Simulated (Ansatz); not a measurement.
# C2H5BrSn: the cost of one run

All numbers are computed with Ansatz 0.2.0 through its Python package. Level of theory: CAM-B3LYP/def2-SVP.

## (1) Starting point

Bond lengths: C1–C2 1.457 Å, C2–Sn3 2.144 Å, Sn3–Br4 2.434 Å, C1–H5 1.155 Å, C1–H6 1.150 Å, C1–H7 1.130 Å, C2–H8 1.143 Å, C2–H9 1.114 Å. Angles: C1–C2–Sn3 109.3°, C1–C2–H8 108.7°, C1–C2–H9 110.7°, Sn3–C2–H8 108.7°, Sn3–C2–H9 110.9°, H8–C2–H9 108.6°, C2–C1–H5 111.9°, C2–C1–H6 112.7°, C2–C1–H7 113.5°, H5–C1–H6 105.1°, H5–C1–H7 107.2°, H6–C1–H7 105.8°, C2–Sn3–Br4 111.6°.

The script holds or builds the structure itself.

## (2) The code

c2h5brsn_tae.py

```python
from collections import Counter

import ansatz as az


def single_point(molecule, charge=0, unpaired=0):
    calc = (
        molecule.calculation()
        .basis(gaussian="def2-SVP")
        .functional("cam_b3lyp")
    )
    if charge:
        calc = calc.charge(charge)
    if unpaired:
        calc = calc.spin("collinear", total=unpaired)
    return calc.run(threads=1).report["free_energy_ev"]

GEOMETRY = """
C    -0.30060    0.88440    0.19990
C     0.36490   -0.32700    0.66120
Sn    1.21250   -1.35310   -1.02020
Br   -0.49170   -1.97050   -2.64450
H    -1.15610    0.65130   -0.54020
H    -0.79580    1.47160    1.05640
H     0.39540    1.61290   -0.31160
H     1.20860   -0.03200    1.37300
H    -0.34870   -0.98390    1.20870
"""

c2h5brsn = az.Crystal.molecule()
for line in GEOMETRY.strip().splitlines():
    symbol, *xyz = line.split()
    c2h5brsn = c2h5brsn.atom(symbol, [float(v) for v in xyz])

unpaired = {"C": 2, "Sn": 2, "Br": 1, "H": 1}
counts = Counter(site.symbol for site in c2h5brsn.cartesian_sites)
atom_energy = {s: single_point(az.Crystal.molecule().atom(s, (0, 0, 0)), 0, unpaired[s]) for s in counts}
whole = single_point(c2h5brsn, 0, 0)
for s, e in atom_energy.items():
    print(f"{s:2s} x{counts[s]}  {e:14.5f} eV")
print(f"C2H5BrSn: {whole:.5f} eV")
split = sum(counts[s] * e for s, e in atom_energy.items()) - whole
print(f"atomisation energy (no zero-point term): {96.485332 * split:.1f} kJ/mol, {split / sum(counts.values()):.3f} eV an atom")
```

## (3) The calls as engine input

The package turns the script's settings into the engine's input (first run):

```yaml
crystal:
  periodic: [false, false, false]
  atoms:
    - { symbol: C, position_ang: [0.0, 0.0, 0.0] }
basis:
  gaussian:
    orbitals: def2-SVP
hamiltonian:
  xc: cam_b3lyp
magnetization:
  spin_polarized: true
  initial_magnetization: 2.0
```

## (4) Running it

The run is started by

```bash
$ python c2h5brsn_tae.py
```

Q: Estimate wall time and peak memory on 1 thread of Arm Neoverse V2, shared host.

About 6.5 s, with a peak of 0.36 GiB.
